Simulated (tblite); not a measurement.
# C5H14OSeSi: the cost of one run

The runs use tblite 0.8.0 and PySCF 2.14.0, with density-fitted response routines of our own; the level of theory stands in each step. All values are computed, except where a source is named. Atoms count from 0, in the outputs and in this text.

## Step 1: The molecule as given

22 atoms, charge 0, multiplicity 1; geometry from: force field or distance geometry start.

Bonds of the start (Å): C0–C1 1.52, C1–Si2 1.87, Si2–O3 1.71, O3–C4 1.37, C4–C5 1.51, C4–Se6 1.95, Se6–C7 1.95, C0–H8 1.13, C0–H9 1.10, C0–H10 1.11, C1–H11 1.11, C1–H12 1.13, Si2–H13 1.47, Si2–H14 1.46, C4–H15 1.11, C5–H16 1.10, C5–H17 1.11, C5–H18 1.10, C7–H19 1.10, C7–H20 1.12, C7–H21 1.11.

## Step 2: Geometry optimisation with GFN2-xTB

What the job is given:

```
{"job": {"kind": "relax", "xc": "GFN2-xTB", "basis": "xTB"}, "charge": 0, "multiplicity": 1}
C      3.266900     0.519300    -0.783900
C      2.398600    -0.489200    -0.055900
Si     1.527400     0.313500     1.393200
O     -0.066900     0.714200     0.920900
C     -0.841600    -0.311800     0.456100
C     -2.065400    -0.614200     1.282400
Se    -1.448600    -0.078300    -1.387000
C     -3.305400     0.500700    -1.352700
H      2.536400     1.209100    -1.296600
H      3.916400     1.090200    -0.104300
H      3.916200     0.003400    -1.522400
H      1.632600    -0.927800    -0.726600
H      3.069500    -1.301000     0.365200
H      2.276500     1.521500     1.781800
H      1.613600    -0.614100     2.517100
H     -0.235200    -1.237100     0.472500
H     -2.358700     0.228500     1.931500
H     -1.896700    -1.549400     1.856200
H     -2.904400    -0.784700     0.585100
H     -3.526900     1.145600    -2.214600
H     -3.991600    -0.385700    -1.370200
H     -3.523200     1.066700    -0.426100
```

The run is started by

```
OMP_NUM_THREADS=1 python probes_run.py task.json out
```

One launch serves the whole session: the jobs run in the order shown.

Q: Estimate the wall time and peak memory of this first job on 1 thread of Arm Neoverse V1, shared host.

About 2.9 s, with a peak of 0.18 GiB.
